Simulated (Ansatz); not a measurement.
# CH₆OSiZn: basis-set convergence

One table from this session's results is given with a row withheld; the runs are named, their logs left out.

Program: Ansatz 0.2.0, Gaussian basis. Level of theory: one geometry, several basis sets. These are calculated values, not measurements.

Levels to be run: PBE0-D4/def2-SVP; ωB97M-V/def2-SVP; PBE0-D4/def2-QZVPP; ωB97M-V/def2-QZVPP; the functionals' def2-TZVPP values are taken from earlier runs.

## The geometry

An earlier PBE0-D4 in a triple-zeta def2 set relaxation fixed the geometry.

SMILES `[SiH3]O[CH2][ZnH]`, 10 atoms, charge 0, spin multiplicity 1.

Atoms are counted from 1 here; the program's logs count them from 0.

Bond lengths: Si1–O2 1.644 Å, Si1–H5 1.482 Å, Si1–H6 1.491 Å, Si1–H7 1.491 Å, O2–C3 1.436 Å, C3–Zn4 1.967 Å, C3–H8 1.099 Å, C3–H9 1.099 Å, Zn4–H10 1.542 Å. Angles: O2–Si1–H5 106.9°, O2–Si1–H6 110.8°, O2–Si1–H7 110.8°, H5–Si1–H6 110.2°, H5–Si1–H7 110.2°, H6–Si1–H7 107.9°, Si1–O2–C3 119.6°, O2–C3–Zn4 107.3°, O2–C3–H8 110.1°, O2–C3–H9 110.1°, Zn4–C3–H8 111.5°, Zn4–C3–H9 111.5°, H8–C3–H9 106.4°, C3–Zn4–H10 178.5°.

Coordinates:

```mol
CH6OSiZn
  3D, bonds by distance, orders not assigned

 10  9  0  0  0  0  0  0  0  0999 V2000
    0.0870    1.7724   -0.0835 Si  0  0
    0.2058    0.2010   -0.5511 O   0  0
   -0.1493   -0.8419    0.3694 C   0  0
    0.1380   -2.5560   -0.5506 Zn  0  0
    0.5171    2.5989   -1.2365 H   0  0
    0.9574    2.0404    1.0965 H   0  0
   -1.3150    2.1071    0.2965 H   0  0
   -1.1948   -0.7256    0.6865 H   0  0
    0.4617   -0.7668    1.2794 H   0  0
    0.3755   -3.8806   -1.3036 H   0  0
  1  2  8  0
  2  3  8  0
  3  4  8  0
  1  5  8  0
  1  6  8  0
  1  7  8  0
  3  8  8  0
  3  9  8  0
  4 10  8  0
M  END
```

Set-up of the first run:

in.yaml reads:

```yaml
crystal:
  periodic: [false, false, false]
  atoms:
    - {symbol: Si, position_ang: [0.086956, 1.772440, -0.083477]}
    - {symbol: O, position_ang: [0.205784, 0.200958, -0.551080]}
    - {symbol: C, position_ang: [-0.149337, -0.841864, 0.369363]}
    - {symbol: Zn, position_ang: [0.137973, -2.556034, -0.550584]}
    - {symbol: H, position_ang: [0.517131, 2.598876, -1.236475]}
    - {symbol: H, position_ang: [0.957386, 2.040385, 1.096542]}
    - {symbol: H, position_ang: [-1.315003, 2.107068, 0.296548]}
    - {symbol: H, position_ang: [-1.194823, -0.725623, 0.686484]}
    - {symbol: H, position_ang: [0.461726, -0.766837, 1.279422]}
    - {symbol: H, position_ang: [0.375507, -3.880568, -1.303643]}
basis:
  gaussian: {orbitals: def2-SVP}
hamiltonian: {xc: pbe0, dispersion: d4}
output: {orbitals: {seedname: orbitals}}
```

Among the steps run: PBE0-D4 in def2-SVP; ωB97M-V in def2-SVP; PBE0-D4 in def2-QZVPP; ωB97M-V in def2-QZVPP.

One of the session's tables, all rows but one given; the rest of the session is left out.

It belongs to the step «Functionals by basis». 

```
functional       basis  HOMO (eV)
   PBE0-D4    def2-SVP      -7.02
   PBE0-D4  def2-TZVPP      -7.18
   PBE0-D4  def2-QZVPP      -7.19
   ωB97M-V    def2-SVP          ?
   ωB97M-V  def2-TZVPP      -9.42
   ωB97M-V  def2-QZVPP      -9.44
```

Estimate the missing values for ωB97M-V, def2-SVP.

**Answer.** HOMO (eV): -9.23. In the column «HOMO (eV)» it lies between ωB97M-V, def2-TZVPP (-9.42) and PBE0-D4, def2-QZVPP (-7.19).
